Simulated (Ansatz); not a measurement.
# C2H8BNO: the cost of one run

Computed with Ansatz 0.2.0, Gaussian basis. Level: functionals in def2-TZVPP, the program's frozen cores in correlated methods.

Levels to be run: PBE-D4, r2SCAN-D4, PBE0-D4, B3LYP-D4, ωB97X-V, ωB97M-V, B2PLYP; CCSD(T)/def2-TZVPP; MP2/def2-QZVPP; extrapolation to the limit.

## (1) The geometry

The geometry comes from an earlier relaxation with PBE0-D4 in a triple-zeta def2 set; it is a stationary point, not always the lowest conformer.

SMILES `CNB(C)O`, 13 atoms, charge 0, spin multiplicity 1.

Atoms are counted from 1 here; the program's logs count them from 0.

Bond lengths: C1–N2 1.439 Å, C1–H6 1.095 Å, C1–H7 1.092 Å, C1–H8 1.095 Å, N2–B3 1.411 Å, N2–H9 1.006 Å, B3–C4 1.574 Å, B3–O5 1.377 Å, C4–H10 1.094 Å, C4–H11 1.094 Å, C4–H12 1.093 Å, O5–H13 0.959 Å. Angles: N2–C1–H6 112.1°, N2–C1–H7 110.7°, N2–C1–H8 112.1°, H6–C1–H7 106.8°, H6–C1–H8 108.1°, H7–C1–H8 106.8°, C1–N2–B3 128.9°, C1–N2–H9 114.0°, B3–N2–H9 117.1°, N2–B3–C4 120.7°, N2–B3–O5 122.5°, C4–B3–O5 116.8°, B3–C4–H10 110.4°, B3–C4–H11 110.4°, B3–C4–H12 113.7°, H10–C4–H11 106.2°, H10–C4–H12 107.9°, H11–C4–H12 107.8° and more.

As a file:

```xyz
13
C2H8BNO
C    -1.05407    1.23398    1.08804
N    -0.72564    0.20755    0.13373
B     0.54332   -0.29287   -0.22893
C     0.67885   -1.43283   -1.30571
O     1.71103    0.17719    0.32829
H    -1.68303    0.85534    1.90075
H    -0.14953    1.63568    1.55007
H    -1.57295    2.07861    0.62251
H    -1.52490   -0.19529   -0.32506
H     1.31943   -1.10575   -2.13000
H     1.16493   -2.31140   -0.87090
H    -0.27587   -1.75354   -1.72905
H     1.58895    0.86863    0.98118
```

## (2) PBE-D4 (GGA)

The input, in.yaml:

```yaml
crystal:
  periodic: [false, false, false]
  atoms:
    - {symbol: C, position_ang: [-1.054070, 1.233979, 1.088045]}
    - {symbol: N, position_ang: [-0.725641, 0.207549, 0.133730]}
    - {symbol: B, position_ang: [0.543320, -0.292869, -0.228933]}
    - {symbol: C, position_ang: [0.678848, -1.432831, -1.305709]}
    - {symbol: O, position_ang: [1.711025, 0.177185, 0.328288]}
    - {symbol: H, position_ang: [-1.683029, 0.855344, 1.900749]}
    - {symbol: H, position_ang: [-0.149534, 1.635682, 1.550069]}
    - {symbol: H, position_ang: [-1.572952, 2.078610, 0.622510]}
    - {symbol: H, position_ang: [-1.524904, -0.195294, -0.325065]}
    - {symbol: H, position_ang: [1.319435, -1.105750, -2.130003]}
    - {symbol: H, position_ang: [1.164930, -2.311401, -0.870904]}
    - {symbol: H, position_ang: [-0.275875, -1.753536, -1.729051]}
    - {symbol: H, position_ang: [1.588945, 0.868633, 0.981176]}
basis:
  gaussian: {orbitals: def2-TZVPP}
hamiltonian: {xc: pbe, dispersion: d4}
output: {forces: true, orbitals: {seedname: orbitals}}
```

Started as:

```bash
$ ansatz run in.yaml --threads 4 --pin off --events-out ev --progress --plain --max-ram 10444MiB
```

**Question.** How long does this run take on 4 threads of Intel Xeon Platinum 8375C at 2.90GHz, shared host, and how much memory does it need?

About 3.1 s, with a peak of 0.33 GiB.
